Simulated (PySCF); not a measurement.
# C2H5FGeO: NMR shifts at several levels of theory, part 2 of 2

PySCF 2.14.0. Atoms count from 0. Earlier steps stand in the parts before.

### 9 Nuclear shieldings: wB97X-D/pcSseg-2

The job: settings as JSON, then the geometry in Å.

```
{"job": {"kind": "nmr", "xc": "wB97X-D", "basis": "pcSseg-2", "pop": false}, "charge": 0, "multiplicity": 1}
C     -1.434686     0.273428    -0.315315
C     -0.287665     0.362096     0.644954
O     -0.357287     0.850692     1.745475
Ge     1.491149    -0.373280     0.096626
F      1.287886    -1.040195    -1.511103
H     -1.669122    -0.787788    -0.502036
H     -1.148750     0.697780    -1.290820
H     -2.315850     0.788280     0.092448
H      1.934124    -1.525335     1.009626
H      2.547711     0.737592    -0.003038
```

Method: GIAO wB97X-D/pcSseg-2 NMR shielding, non-relativistic, gas phase.

The program printed:

```text
coarse grid: 40616 points
cycle   1  E = -2331.2100255585  dE = -2.319e-01  |g| = 1.413e+00  |ddm| = 2.164e+00
cycle   2  E = -2330.9146392108  dE =  2.954e-01  |g| = 1.993e+00  |ddm| = 1.353e+00
cycle   3  E = -2331.4425698325  dE = -5.279e-01  |g| = 1.865e-01  |ddm| = 9.025e-01
cycle   4  E = -2331.4471632514  dE = -4.593e-03  |g| = 1.136e-01  |ddm| = 1.110e-01
cycle   5  E = -2331.4488197826  dE = -1.657e-03  |g| = 1.291e-02  |ddm| = 5.058e-02
cycle   6  E = -2331.4488591475  dE = -3.936e-05  |g| = 7.561e-03  |ddm| = 1.321e-02
cycle   7  E = -2331.4488704079  dE = -1.126e-05  |g| = 2.001e-03  |ddm| = 6.375e-03
cycle   8  E = -2331.4488717064  dE = -1.299e-06  |g| = 7.345e-04  |ddm| = 2.871e-03
final grid: 85128 points
cycle   9  E = -2331.4485371993  dE = -3.258e-06  |g| = 1.052e-03  |ddm| = 3.781e-03
cycle  10  E = -2331.4485371968  dE =  2.510e-09  |g| = 1.221e-03  |ddm| = 9.041e-04
cycle  11  E = -2331.4485373985  dE = -2.017e-07  |g| = 1.242e-04  |ddm| = 4.746e-04
cycle  12  E = -2331.4485374031  dE = -4.587e-09  |g| = 8.020e-05  |ddm| = 1.246e-04
cycle  13  E = -2331.4485374045  dE = -1.414e-09  |g| = 2.708e-05  |ddm| = 7.353e-05
cycle  14  E = -2331.4485374047  dE = -2.719e-10  |g| = 1.240e-05  |ddm| = 2.973e-05
converged SCF energy = -2331.4485374047

GIAO shielding tensors (ppm)
atom      isotropic    diamagn.    paramagn.     s11        s22        s33       span
  0 C      143.168     244.507    -101.339    105.556    136.386    187.562     82.006
  1 C      -63.997     247.825    -311.821   -154.761   -121.153     83.924    238.686
  2 O     -469.142     393.371    -862.513  -1267.581   -486.485    346.640   1614.221
  3 Ge    1416.443    2755.946   -1339.503   1234.337   1351.596   1663.397    429.060
  4 F      423.226     468.434     -45.207    404.424    409.517    455.739     51.315
  5 H       28.762      29.291      -0.529     25.838     29.105     31.345      5.507
  6 H       28.476      29.544      -1.068     25.431     29.546     30.451      5.021
  7 H       29.054      28.409       0.646     26.609     26.887     33.667      7.058
  8 H       26.170      28.370      -2.199     20.192     22.178     36.140     15.948
  9 H       26.168      28.352      -2.183     20.207     22.187     36.111     15.904
```

Run time: 92 s. Hardware: 1 thread of Arm Neoverse N1, shared host; peak memory 1.2 GiB.

In short: δ C1 248.4, C0 41.2, O2 796.0, Ge3 -86, H8 5.19, H5 2.59 ppm (means over like atoms).

### 10 Nuclear shieldings: LC-wPBE/pcSseg-2

Same as in step 9 but for these lines:

```diff
@@ -1,2 +1,2 @@
-{"job": {"kind": "nmr", "xc": "wB97X-D", "basis": "pcSseg-2", "pop": false}, "charge": 0, "multiplicity": 1}
+{"job": {"kind": "nmr", "xc": "LC-wPBE", "basis": "pcSseg-2", "pop": false}, "charge": 0, "multiplicity": 1}
 C     -1.434686     0.273428    -0.315315
```

With the program's defaults for keys left out, this is: GIAO LC-wPBE/pcSseg-2 NMR shielding, non-relativistic, gas phase.

The program printed:

```text
coarse grid: 40616 points
cycle   1  E = -2330.7889582847  dE = -2.136e-01  |g| = 1.505e+00  |ddm| = 2.165e+00
cycle   2  E = -2330.5830734645  dE =  2.059e-01  |g| = 1.960e+00  |ddm| = 1.251e+00
cycle   3  E = -2331.0392291360  dE = -4.562e-01  |g| = 1.434e-01  |ddm| = 7.907e-01
cycle   4  E = -2331.0420310302  dE = -2.802e-03  |g| = 9.786e-02  |ddm| = 8.943e-02
cycle   5  E = -2331.0432741392  dE = -1.243e-03  |g| = 1.140e-02  |ddm| = 4.507e-02
cycle   6  E = -2331.0433342559  dE = -6.012e-05  |g| = 5.614e-03  |ddm| = 1.758e-02
cycle   7  E = -2331.0433429061  dE = -8.650e-06  |g| = 2.376e-03  |ddm| = 5.901e-03
final grid: 85128 points
cycle   8  E = -2331.0433065511  dE = -7.617e-07  |g| = 2.568e-03  |ddm| = 3.343e-03
cycle   9  E = -2331.0433065767  dE = -2.562e-08  |g| = 3.007e-03  |ddm| = 1.905e-03
cycle  10  E = -2331.0433076675  dE = -1.091e-06  |g| = 1.876e-04  |ddm| = 1.027e-03
cycle  11  E = -2331.0433076911  dE = -2.361e-08  |g| = 1.844e-04  |ddm| = 3.467e-04
cycle  12  E = -2331.0433076994  dE = -8.318e-09  |g| = 2.485e-05  |ddm| = 2.715e-04
cycle  13  E = -2331.0433076996  dE = -1.655e-10  |g| = 9.419e-06  |ddm| = 2.046e-05
converged SCF energy = -2331.0433076996

GIAO shielding tensors (ppm)
atom      isotropic    diamagn.    paramagn.     s11        s22        s33       span
  0 C      146.926     243.202     -96.276    108.847    140.370    191.562     82.715
  1 C      -65.327     246.111    -311.437   -162.264   -123.732     90.015    252.279
  2 O     -468.517     393.026    -861.542  -1288.935   -476.642    360.026   1648.961
  3 Ge    1413.914    2755.963   -1342.048   1226.913   1347.305   1667.526    440.613
  4 F      432.030     468.511     -36.482    408.748    420.754    466.587     57.839
  5 H       28.735      29.333      -0.598     25.644     29.089     31.472      5.828
  6 H       28.435      29.575      -1.140     25.232     29.561     30.513      5.281
  7 H       29.006      28.605       0.400     26.350     26.823     33.844      7.494
  8 H       26.171      28.406      -2.235     20.144     22.137     36.231     16.088
  9 H       26.171      28.388      -2.217     20.161     22.147     36.204     16.042
```

It took 1.7 min on 1 thread of Arm Neoverse N1, shared host; peak memory 1.2 GiB.

This run: δ C1 253.6, C0 41.4, O2 801.1, Ge3 -66, H8 5.15, H5 2.59 ppm (means over like atoms).

### 11 Nuclear shieldings: PBE0/STO-3G

Same as in step 10 but for these lines:

```diff
@@ -1,2 +1,2 @@
-{"job": {"kind": "nmr", "xc": "LC-wPBE", "basis": "pcSseg-2", "pop": false}, "charge": 0, "multiplicity": 1}
+{"job": {"kind": "nmr", "xc": "PBE0", "basis": "STO-3G", "pop": true}, "charge": 0, "multiplicity": 1}
 C     -1.434686     0.273428    -0.315315
```

With the program's defaults for keys left out, this is: GIAO PBE0/STO-3G NMR shielding, non-relativistic, gas phase.

The program printed:

```text
coarse grid: 40616 points
cycle   1  E = -2303.2672643025  dE = -1.856e+00  |g| = 6.479e-01  |ddm| = 3.906e+00
cycle   2  E = -2303.0989736181  dE =  1.683e-01  |g| = 1.099e+00  |ddm| = 2.291e+00
cycle   3  E = -2303.4303473762  dE = -3.314e-01  |g| = 1.482e-01  |ddm| = 1.338e+00
cycle   4  E = -2303.4374558190  dE = -7.108e-03  |g| = 4.654e-02  |ddm| = 2.882e-01
cycle   5  E = -2303.4381258362  dE = -6.700e-04  |g| = 1.140e-02  |ddm| = 7.826e-02
cycle   6  E = -2303.4381787354  dE = -5.290e-05  |g| = 1.917e-03  |ddm| = 2.205e-02
cycle   7  E = -2303.4381800766  dE = -1.341e-06  |g| = 4.101e-04  |ddm| = 3.567e-03
final grid: 85128 points
cycle   8  E = -2303.4382177394  dE =  1.487e-08  |g| = 5.434e-04  |ddm| = 1.592e-03
cycle   9  E = -2303.4382175288  dE =  2.105e-07  |g| = 1.038e-03  |ddm| = 1.871e-03
cycle  10  E = -2303.4382178344  dE = -3.056e-07  |g| = 6.184e-05  |ddm| = 1.143e-03
cycle  11  E = -2303.4382178360  dE = -1.630e-09  |g| = 8.389e-06  |ddm| = 1.245e-04
cycle  12  E = -2303.4382178361  dE = -2.092e-11  |g| = 2.505e-06  |ddm| = 1.691e-05
converged SCF energy = -2303.4382178361

GIAO shielding tensors (ppm)
atom      isotropic    diamagn.    paramagn.     s11        s22        s33       span
  0 C      203.186     246.450     -43.264    181.775    200.747    227.036     45.261
  1 C       78.770     254.733    -175.963     -4.299     71.870    168.738    173.036
  2 O     -394.974     383.285    -778.259  -1340.242   -299.431    454.752   1794.995
  3 Ge    2026.951    2732.257    -705.306   1914.418   1918.235   2248.200    333.783
  4 F      570.642     453.645     116.997    384.539    631.637    695.749    311.210
  5 H       30.123      30.287      -0.164     25.686     29.403     35.280      9.593
  6 H       29.976      30.446      -0.470     25.524     29.967     34.436      8.912
  7 H       30.075      29.348       0.727     26.082     26.908     37.237     11.155
  8 H       29.979      30.969      -0.990     24.409     25.682     39.846     15.438
  9 H       29.977      30.959      -0.982     24.463     25.629     39.839     15.377
```

It took 6.5 s on 1 thread of Arm Neoverse N1, shared host; peak memory 0.34 GiB.

This run: δ C1 155.9, C0 31.5, O2 736.7, Ge3 25, H8 2.63, H5 2.55 ppm (means over like atoms).

### 12 Nuclear shieldings: PBE0/6-31G

Same as in step 11 but for these lines:

```diff
@@ -1,2 +1,2 @@
-{"job": {"kind": "nmr", "xc": "PBE0", "basis": "STO-3G", "pop": true}, "charge": 0, "multiplicity": 1}
+{"job": {"kind": "nmr", "xc": "PBE0", "basis": "6-31G", "pop": true}, "charge": 0, "multiplicity": 1}
 C     -1.434686     0.273428    -0.315315
```

With the program's defaults for keys left out, this is: GIAO PBE0/6-31G NMR shielding, non-relativistic, gas phase.

The program printed:

```text
coarse grid: 40616 points
cycle   1  E = -2330.1578051105  dE = -5.699e-02  |g| = 9.524e-01  |ddm| = 3.039e+00
cycle   2  E = -2329.5132829178  dE =  6.445e-01  |g| = 2.040e+00  |ddm| = 2.897e+00
cycle   3  E = -2330.3395516776  dE = -8.263e-01  |g| = 1.958e-01  |ddm| = 2.151e+00
cycle   4  E = -2330.3457703404  dE = -6.219e-03  |g| = 1.024e-01  |ddm| = 2.643e-01
cycle   5  E = -2330.3476260423  dE = -1.856e-03  |g| = 2.197e-02  |ddm| = 9.513e-02
cycle   6  E = -2330.3477292085  dE = -1.032e-04  |g| = 5.144e-03  |ddm| = 2.164e-02
cycle   7  E = -2330.3477350795  dE = -5.871e-06  |g| = 1.176e-03  |ddm| = 7.053e-03
final grid: 85128 points
cycle   8  E = -2330.3477082333  dE =  5.008e-07  |g| = 1.996e-03  |ddm| = 2.928e-03
cycle   9  E = -2330.3477056545  dE =  2.579e-06  |g| = 4.117e-03  |ddm| = 4.977e-03
cycle  10  E = -2330.3477089606  dE = -3.306e-06  |g| = 3.165e-04  |ddm| = 3.568e-03
cycle  11  E = -2330.3477089731  dE = -1.256e-08  |g| = 4.531e-05  |ddm| = 2.391e-04
cycle  12  E = -2330.3477089735  dE = -3.315e-10  |g| = 6.032e-06  |ddm| = 3.932e-05
converged SCF energy = -2330.3477089735

GIAO shielding tensors (ppm)
atom      isotropic    diamagn.    paramagn.     s11        s22        s33       span
  0 C      160.477     251.641     -91.164    124.023    154.703    202.706     78.682
  1 C      -27.777     251.287    -279.064   -107.824    -79.456    103.950    211.774
  2 O     -470.673     394.079    -864.753  -1299.619   -460.624    348.223   1647.842
  3 Ge    1718.924    2748.112   -1029.188   1556.751   1624.265   1975.755    419.005
  4 F      423.746     469.721     -45.975    396.309    400.580    474.350     78.041
  5 H       29.578      29.203       0.375     26.500     29.520     32.714      6.214
  6 H       29.358      29.294       0.064     26.137     30.017     31.920      5.783
  7 H       30.070      29.707       0.363     27.292     27.398     35.519      8.227
  8 H       26.853      28.158      -1.306     20.605     22.605     37.348     16.743
  9 H       26.849      28.140      -1.291     20.620     22.600     37.328     16.708
```

Wall time 12 s (1 thread of Arm Neoverse N1, shared host); peak memory 0.44 GiB.

Key values: δ C1 227.3, C0 39.1, O2 789.2, Ge3 -23, H8 5.76, H5 2.94 ppm (means over like atoms).

### 13 Run by run: NMR shifts

Shifts (ppm), means over like atoms, with basis size and wall time:

| run | C1 | C0 | H8 | H5 | O2 | Ge3 | F4 | functions | time |
| --- | --- | --- | --- | --- | --- | --- | --- | --- | --- |
| PBE0/pcSseg-2 | 246.6 | 41.0 | 5.26 | 2.61 | 791.8 | -87 | -245.4 | 277 | 74 s |
| mPW1PW91/pcSseg-2 | 246.6 | 40.9 | 5.26 | 2.60 | 791.0 | -88 | -243.6 | 277 | 71 s |
| WP04/pcSseg-2 | 249.8 | 40.1 | 4.78 | 2.55 | 747.4 | -113 | -232.3 | 277 | 66 s |
| B97-2/pcSseg-2 | 241.7 | 40.1 | 5.22 | 2.59 | 765.3 | -94 | -240.8 | 277 | 71 s |
| BHandHLYP/pcSseg-2 | 247.7 | 39.8 | 5.06 | 2.57 | 797.1 | -97 | -230.9 | 277 | 72 s |
| CAM-B3LYP/pcSseg-2 | 251.3 | 40.9 | 5.24 | 2.59 | 793.6 | -87 | -237.7 | 277 | 93 s |
| wB97X-D/pcSseg-2 | 248.4 | 41.2 | 5.19 | 2.59 | 796.0 | -86 | -236.8 | 277 | 92 s |
| LC-wPBE/pcSseg-2 | 253.6 | 41.4 | 5.15 | 2.59 | 801.1 | -66 | -228.4 | 277 | 1.7 min |
| PBE0/STO-3G | 155.9 | 31.5 | 2.63 | 2.55 | 736.7 | 25 | -266.2 | 43 | 6.5 s |
| PBE0/6-31G | 227.3 | 39.1 | 5.76 | 2.94 | 789.2 | -23 | -246.4 | 73 | 12 s |

### 14 What came out

The summary covers parts 1 to 2.

| quantity | value |
| --- | --- |
| point group | C1 |
| rotational constants (main isotopes) | 5.44, 2.33, 1.68 GHz |
| ¹³C shifts against TMS (PBE0/pcSseg-2) | 246.6, 41.0 ppm |
| ¹H shifts against TMS (PBE0/pcSseg-2, means over atoms taken as alike) | 5.26, 2.61 ppm |
| ¹⁷O shifts against H2O (PBE0/pcSseg-2) | 791.8 ppm |
| ⁷³Ge shifts against GeMe4 (PBE0/pcSseg-2) | -87 ppm |
| ¹⁹F shifts against CFCl3 (PBE0/pcSseg-2) | -245.4 ppm |
| range of the shift of Ge3 | -113 to 25 ppm |
| property runs in this session | 10, of which 0 failed and 1 gave unsound results |

In words: Single values in the summary come from the first run of each kind that ended normally (PBE0/pcSseg-2), which need not be the best level. Over 16 steps the energy fell by 0.210 eV; of the close pairs, C1–Ge3 changed most, 2.072 to 2.001 Å. At PBE0/pcSseg-2: The widest tensor belongs to O2: span 1585 ppm, with a paramagnetic part of -857 ppm. In ppm, Ge3 moves most: its shift spreads over 138 ppm, from -113 (WP04/pcSseg-2) to 25 (PBE0/STO-3G). A minimal basis is unusable for shieldings, so that end is no result. Spin-orbit coupling is left out, which matters for shieldings and couplings at and beside the heavy atoms.
